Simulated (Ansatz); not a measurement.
# CoF3: the cost of one run

Method: the levels named in each step, in Ansatz 0.2.0.

## 1. The system as given

Bond lengths: F1–Co2 1.608 Å, Co2–F3 1.609 Å, Co2–F4 1.609 Å. Angles: F1–Co2–F3 120.0°, F1–Co2–F4 120.0°, F3–Co2–F4 120.0°.

As a file:

```xyz
4

F     0.7807   -0.7694    1.1777
Co    0.0002   -0.0003    0.0008
F    -1.4344   -0.5333   -0.4965
F     0.6541    1.3022   -0.6818
```

## 2. A rough first relaxation, PBE-D4/def2-SVP

input.yaml

```yaml
crystal:
  periodic: [false, false, false]
  atoms:
    - { symbol: F, position_ang: [0.78069, -0.76943, 1.17766] }
    - { symbol: Co, position_ang: [0.00016, -0.00027, 0.00075] }
    - { symbol: F, position_ang: [-1.4344, -0.53328, -0.49648] }
    - { symbol: F, position_ang: [0.6541, 1.30221, -0.68176] }
basis:
  gaussian: { orbitals: def2-SVP }
hamiltonian:
  xc: pbe
  dispersion: d4
relax:
  f_tol: 0.03
  max_steps: 200
```

Command:

```console
$ ansatz run input.yaml --threads 4 --pin off --max-ram 10240MiB --backend cpu --events-out ev --progress --plain --runs-dir out
```

What time and memory should one allow on 4 threads of Intel Xeon 6975P-C (Granite Rapids), shared host?

About 3 s, with a peak of 0.16 GiB.
